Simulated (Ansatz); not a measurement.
Sr₃Zn, space group Pm-3m, a breakdown of dispersion, smearing and cutoff terms

Run with Ansatz 0.2.0 through its Python package.

`sr3zn.py`:
```python
import ansatz

lattice = ansatz.Lattice.of(
    (5.479942, 0.0, 0.0),
    (0.0, 5.479942, 0.0),
    (0.0, 0.0, 5.479942),
)
sites = [
    ('Sr', (0.5, 0.0, 0.5)),
    ('Sr', (0.5, 0.5, 0.0)),
    ('Sr', (0.0, 0.5, 0.5)),
    ('Zn', (0.0, 0.0, 0.0)),
]
system = ansatz.Crystal(lattice=lattice)
for symbol, position in sites:
    system = system.atom(symbol, position)

calculation = (
    system.calculation()
    .scf(tolerance=1e-06, extra_bands=12, self_checks='low')
    .mixing('anderson')
    .occupations('Marzari-Vanderbilt', width=0.2)
    .kpoints(5)
)
with_term = calculation.functional('revpbe', dispersion='d3bjatm').basis(420).cutoff_correction(570).run(threads=1).report
without = calculation.functional('revpbe').basis(420).run(threads=1).report
finer = calculation.functional('revpbe').basis(570).run(threads=1).report
removed = ansatz.free_energy_without(with_term, ansatz.EnergyTerm.DISPERSION)
print(f'dispersion term            {with_term["components"]["e_disp"]:.5f} eV')
print(f'F less dispersion          {removed:.5f} eV, run without it {without["free_energy_ev"]:.5f} eV')
print(f'F less smearing term       {ansatz.free_energy_without(without, ansatz.EnergyTerm.SMEARING):.5f} eV')
print(f'estimated gain to 570 eV   {with_term["cutoff_correction"]["energy_ev"]:.5f} eV, found {finer["free_energy_ev"] - without["free_energy_ev"]:.5f} eV')
```

```console
$ python sr3zn.py
dispersion term            -1.60282 eV
F less dispersion          -13969.76857 eV, run without it -13969.76857 eV
F less smearing term       -13969.74139 eV
estimated gain to 570 eV   -0.00241 eV, found -0.00239 eV
```

What to keep in mind:
- The settings weren't tested for convergence.
- Dispersion corrections can be off by several per cent in the lattices of metals, and by several GPa in the pressure at a fixed cell.
- For a metal this k-point mesh is coarse: on a finer one energies can move by several to tens of meV an atom and pressures by half a GPa or more, differences at one mesh by less.
- This cell is a computed structure, which may not be the phase found in nature.
- Timing: 13 s on 1 thread of Arm Neoverse V1 (shared host), peak memory 0.48 GiB.
